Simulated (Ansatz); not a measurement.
The system is NiMoIrPdW.

```
Ni Mo Pd Ir W
1.0
    -1.37004    1.37004    9.71647
     1.37004   -1.37004    9.71647
     1.37004    1.37004   -9.71647
Ni Mo Pd Ir W
1 1 1 1 1
Direct
  0.19862 0.19862 0.00000
  0.60922 0.60922 0.00000
  0.79310 0.79310 0.00000
  0.39944 0.39944 0.00000
  0.99565 0.99565 0.00000
```

The cell was built by a generator and needn't be a form met in nature.

Base run:

| Item | Value |
| --- | --- |
| Program | Ansatz 0.2.0 |
| Functional | PBE |
| Potentials or basis | Ansatz PAW |
| Cutoff | 420 eV (not typed: the program's choice for these potentials) |
| k mesh | 13 × 13 × 13 |
| Occupations | fermi-dirac, width 0.05 eV |
| Spin | collinear spin, ferromagnetic start |
| Starting moments | [1.0, 1.0, 0.0, 0.6, 0.0] μB |

Its results: band gap on the k mesh none (metal or under the smearing width); pressure 0.0 GPa; net moment 0.00 μB per cell; largest force 0.032 eV/Å.

Problem. The run is repeated on the same cell with these changes: functional from PBE to BLYP. What comes out?

Solution. Band gap on the k mesh none (metal or under the smearing width); pressure 11.2 GPa; net moment 0.00 μB per cell; largest force 0.213 eV/Å.

BLYP binds less tightly than PBE, so the same cell stands under more pressure.

Caveats: spin-orbit coupling is left out, which moves the levels of the heavy elements; the starting moments weren't kept; the PAW data sets come from PBE, with cores solved anew for the run's functional, which leaves a small shift of forces and pressure (some runs).
